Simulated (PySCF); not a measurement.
# C2H7ClSi2: the cost of one run

Computed with PySCF 2.14.0, with density-fitted response routines of our own, on a single molecule in the gas phase. Atoms are numbered from 0 throughout.

## 1. Starting geometry

12 atoms, charge 0, multiplicity 1; geometry from: GFN2-xTB. The atoms were then displaced at random by about 0.01 Å, so the start is not that level's minimum.

Bonds of the start (Å): Cl0–C1 1.81, C1–Si2 1.92, Si2–C3 1.89, C3–Si4 1.95, Si4–C1 1.93, C1–H5 1.09, Si2–H6 1.48, Si2–H7 1.49, C3–H8 1.07, C3–H9 1.10, Si4–H10 1.45, Si4–H11 1.46.

## 2. Optimising the geometry at PBE0-D3(BJ)/def2-SVP

What the job is given:

```
{"job": {"xc": "PBE0", "basis": "def2-SVP", "d3": "d3bj", "grid": 1, "shake": 0.01, "kind": "geom"}, "charge": 0, "multiplicity": 1}
Cl    -0.200910    -2.759560     0.362550
C     -0.011190    -1.179140    -0.501940
Si     1.366080    -0.035240     0.197070
C      0.066460     1.322880     0.351830
Si    -1.387820     0.133630    -0.185510
H      0.118210    -1.444260    -1.548370
H      1.930190    -0.509010     1.477630
H      2.472560     0.251130    -0.756880
H      0.176830     2.167170    -0.298110
H     -0.079240     1.741440     1.360120
H     -2.123840     0.527190    -1.373160
H     -2.287630    -0.244500     0.905740
```

On the command line:

```bash
$ OMP_NUM_THREADS=1 python probes_run.py task.json out
```

One launch serves the whole session: the jobs run in the order shown.

Q: Estimate the wall time and peak memory of this first job on 1 thread of Arm Neoverse N1, shared host.

About 2.6 min, with a peak of 0.52 GiB.
